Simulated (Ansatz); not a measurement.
The system is Ba2Tl5V3O12.

```
CELL_PARAMETERS angstrom
6.54548 0.00000 0.00000
0.00000 6.54548 0.00000
0.00000 0.00000 13.57484
ATOMIC_POSITIONS crystal
Ba 0.50000 0.00000 0.56322
Ba 0.00000 0.50000 0.43678
V 0.00000 0.00000 0.50000
V 0.00000 0.00000 0.00000
V 0.50000 0.50000 0.50000
Tl 0.50000 0.00000 0.02980
Tl 0.00000 0.50000 0.68840
Tl 0.00000 0.50000 0.97020
Tl 0.50000 0.00000 0.31160
Tl 0.50000 0.50000 0.00000
O 0.81622 0.88853 0.42632
O 0.88853 0.18378 0.57368
O 0.11147 0.81622 0.57368
O 0.18378 0.11147 0.42632
O 0.82276 0.85849 0.93300
O 0.85849 0.17724 0.06700
O 0.14151 0.82276 0.06700
O 0.17724 0.14151 0.93300
O 0.68323 0.61113 0.57410
O 0.61113 0.31677 0.42590
O 0.38887 0.68323 0.42590
O 0.31677 0.38887 0.57410
```

The cell was built by a generator and needn't be a form met in nature.

Base run:

- Program: Ansatz 0.2.0
- Functional: PBE
- Potentials or basis: Ansatz PAW
- Cutoff: 420 eV (not typed: the program's choice for these potentials)
- k mesh: 4 × 4 × 2
- Occupations: fermi-dirac, width 0.05 eV
- Spin: collinear spin, ferromagnetic start
- Starting moments: [0.0, 0.0, 2.0, 2.0, 2.0, 0.0, 0.0, 0.0, 0.0, 0.0, 0.0, 0.0, 0.0, 0.0, 0.0, 0.0, 0.0, 0.0, 0.0, 0.0, 0.0, 0.0] μB

Its results: band gap on the k mesh 0.96 eV, indirect (least direct gap 1.19 eV); pressure 0.0 GPa; net moment 0.00 μB per cell.

Task: The run is repeated on the same cell with these changes: functional from PBE to revPBE. What comes out?

Result: Band gap on the k mesh 0.98 eV, indirect (least direct gap 1.21 eV); pressure 1.3 GPa; net moment 0.00 μB per cell.

revPBE binds less tightly than PBE, so the same cell stands under more pressure.

Caveats: spin-orbit coupling is left out, which as a rule narrows the gap of such compounds by several tenths of an eV; the starting moments weren't kept; the PAW data sets come from PBE, with cores solved anew for the run's functional, which leaves a small shift of forces and pressure (some runs).
